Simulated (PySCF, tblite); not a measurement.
**GeH₆O, a gas-phase cluster of small molecules: NMR shifts, interaction energy, infrared bands, spin-spin couplings, core binding energies and electronic excitations**

One table from this session's results is given with a row withheld; the runs are named, their logs left out.

Programs: tblite 0.8.0 and PySCF 2.14.0. All values are calculated, for the isolated system unless a continuum is named. Atoms count from 0, parts from 1.

## The system as given

8 atoms, charge 0, multiplicity 1; geometry: rigid parts in contact. Parts: 1 = atoms 0–4, `[GeH4]`, charge 0; 2 = atoms 5–7, `O`, charge 0.

Set-up of the first run:

The job: settings as JSON, then the geometry in Å.

```
{"job": {"kind": "dock", "xc": "GFN2-xTB", "basis": "xTB"}, "charge": 0, "multiplicity": 1, "parts": [{"atoms": "0-4", "charge": 0, "multiplicity": 1}, {"atoms": "5-7", "charge": 0, "multiplicity": 1}]}
Ge    -0.000132     0.000015    -0.000118
H      1.136658    -0.303999    -0.902179
H     -0.564087     1.326775    -0.345279
H     -1.046843    -1.038009    -0.156871
H      0.474405     0.015218     1.404447
O      2.774856     1.639747     0.084555
H      2.824910     2.572579     0.301707
H      2.950771     1.150888     0.890756
```

Level: GFN2-xTB search for minima from random contacts, gas phase.

Started as:

```console
$ OMP_NUM_THREADS=1 python cluster_run.py task.json out
```

The driver reads the jobs from task.json and runs them one after another.

Steps of the session up to this table: Bringing the parts together with GFN2-xTB; Relaxing the molecule at PBE0-D3(BJ)/def2-TZVPD; Nuclear shieldings: PBE0/pcSseg-2; Coupled-cluster interaction energy: CCSD(T) and MP2.

One of the session's tables, all rows but one given; the rest of the session is left out.

It belongs to the step «Coupled-cluster interaction energy: CCSD(T) and MP2». 

```
                 method  interaction energy (kcal/mol)
         HF/aug-cc-pVDZ                          -0.32
        MP2/aug-cc-pVDZ                              ?
       CCSD/aug-cc-pVDZ                          -1.09
    CCSD(T)/aug-cc-pVDZ                          -1.22
         HF/aug-cc-pVQZ                          -0.31
        MP2/aug-cc-pVQZ                          -1.34
    SCS-MP2/aug-cc-pVQZ                          -1.09
      MP2, extrapolated                          -1.37
CCSD(T), limit estimate                          -1.41
```

Q: Estimate the row for MP2/aug-cc-pVDZ from the others.

**Answer.** interaction energy (kcal/mol): -1.18. In the column «interaction energy (kcal/mol)» it lies between CCSD(T)/aug-cc-pVDZ (-1.22) and CCSD/aug-cc-pVDZ (-1.09).
